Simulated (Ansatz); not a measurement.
# CH4NPSi: basis-set convergence

An exercise on one series of results from a longer session: the logs are not shown, and one member is left open.

The runs use Ansatz 0.2.0, Gaussian basis; one geometry, several basis sets.

Levels to be run: PBE0-D4/def2-SVP; ωB97M-V/def2-SVP; PBE0-D4/def2-QZVPP; ωB97M-V/def2-QZVPP; the functionals' def2-TZVPP values are taken from earlier runs.

## Structure used throughout

The geometry comes from an earlier relaxation with PBE0-D4 in a triple-zeta def2 set; it is a stationary point, not always the lowest conformer.

8 atoms, charge 0, spin multiplicity 1.

Atoms are counted from 1 here; the program's logs count them from 0.

Bond lengths: N1–C2 1.152 Å, C2–Si3 1.850 Å, Si3–P4 2.247 Å, Si3–H5 1.481 Å, Si3–H6 1.481 Å, P4–H7 1.421 Å, P4–H8 1.422 Å. Angles: N1–C2–Si3 178.4°, C2–Si3–P4 106.8°, C2–Si3–H5 106.4°, C2–Si3–H6 107.0°, P4–Si3–H5 115.6°, P4–Si3–H6 110.1°, H5–Si3–H6 110.5°, Si3–P4–H7 92.8°, Si3–P4–H8 91.7°, H7–P4–H8 93.3°.

The first run:

in.yaml reads:

```yaml
crystal:
  periodic: [false, false, false]
  atoms:
    - {symbol: N, position_ang: [1.985595, -0.574503, 2.092341]}
    - {symbol: C, position_ang: [1.275009, -0.095093, 1.322614]}
    - {symbol: Si, position_ang: [0.121842, 0.626272, 0.068923]}
    - {symbol: P, position_ang: [-1.376474, -0.971536, -0.431195]}
    - {symbol: H, position_ang: [0.965818, 1.088962, -1.057142]}
    - {symbol: H, position_ang: [-0.556223, 1.774411, 0.713735]}
    - {symbol: H, position_ang: [-0.448108, -1.686508, -1.234591]}
    - {symbol: H, position_ang: [-1.875359, -0.219204, -1.530487]}
basis:
  gaussian: {orbitals: def2-SVP}
hamiltonian: {xc: pbe0, dispersion: d4}
output: {orbitals: {seedname: orbitals}}
```

Started as:

```bash
$ ansatz run in.yaml --threads 2 --pin off --events-out ev --progress --plain --max-ram 4352MiB
```

Steps of the session up to this table: PBE0-D4 in def2-SVP; ωB97M-V in def2-SVP; PBE0-D4 in def2-QZVPP; ωB97M-V in def2-QZVPP.

One of the session's tables, all rows but one given; the rest of the session is left out.

It belongs to the step «Functionals by basis». 

| functional | basis | HOMO (eV) |
| --- | --- | --- |
| PBE0-D4 | def2-SVP | ? |
| PBE0-D4 | def2-TZVPP | -8.28 |
| PBE0-D4 | def2-QZVPP | -8.30 |
| ωB97M-V | def2-SVP | -10.28 |
| ωB97M-V | def2-TZVPP | -10.38 |
| ωB97M-V | def2-QZVPP | -10.39 |

Q: Estimate the row for PBE0-D4, def2-SVP from the others.

As computed: HOMO (eV): -8.22. In the column «HOMO (eV)» it is the highest.
